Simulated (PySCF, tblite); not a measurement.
# CH2Br radical: geometry, infrared bands and EPR parameters

Wanted: the infrared bands and EPR parameters of CH2Br radical (`[CH2]Br`), by calculation.

Computed with tblite 0.8.0 and PySCF 2.14.0, with density-fitted response routines of our own, on a single molecule in the gas phase. Atoms are numbered from 0 throughout.

### Step 1. Starting geometry

4 atoms, charge 0, multiplicity 2; geometry from: force field or distance geometry start.

Bonds of the start (Å): C0–Br1 1.92, C0–H2 1.11, C0–H3 1.12.

### Step 2. Optimising the geometry with GFN2-xTB

Job settings and geometry (Å):

```
{"job": {"kind": "relax", "xc": "GFN2-xTB", "basis": "xTB"}, "charge": 0, "multiplicity": 2}
C     -0.216700     0.020000     0.283400
Br     1.658800    -0.137800    -0.070900
H     -0.791300    -0.847400    -0.110900
H     -0.640600     0.970000    -0.124500
```

Launch:

```bash
$ OMP_NUM_THREADS=1 python probes_run.py task.json out
```

The driver reads the jobs from task.json and runs them one after another.

**Question.** This job is followed by: GFN2-xTB harmonic vibrations, gas phase; UKS B3LYP, def2-TZVP-core on Br, pcH-1 on C H, non-relativistic, mean-field spin-orbit, GIAO. What will the session give for the following? strongest single infrared mode (GFN2-xTB); zero-point energy (GFN2-xTB); g(iso) (B3LYP); ⟨S²⟩; largest a(iso) (averaged by class); potential on the surface of density 0.002 e/bohr³, 1st and 99th percentile.

The runs gave:

| quantity | value |
| --- | --- |
| strongest single infrared mode (GFN2-xTB) | 127 cm⁻¹, 70 km/mol |
| zero-point energy (GFN2-xTB) | 13.5 kcal/mol |
| g(iso) (B3LYP) | 2.01960 |
| ⟨S²⟩ | 0.755 (exact 0.75) |
| largest a(iso) (averaged by class) | 13C on C0, 110.3 MHz |
| potential on the surface of density 0.002 e/bohr³, 1st and 99th percentile | -0.34 V and 1.15 V |

What this shows: The optimisation took 11 steps and gained 0.204 eV; among the close pairs (by a distance rule), C0–Br1 changed most, from 1.915 to 1.834 Å. All 6 modes are real, so the xTB geometry is a minimum. The strongest single mode, at 127 cm⁻¹, moves mainly H2 and H3. GFN2-xTB is a fitted tight-binding method: band positions and strengths are rough. Its intensities can rank the bands wrongly. C0 carries the largest spin population, 0.99 e. The isotropic g lies 17.3 ppt above the free-electron value. The hyperfine terms hold no scalar relativity, which the heavier nuclei need. The conformer search found further structures of the same energy, which may be mirror or relabelled copies of this one.
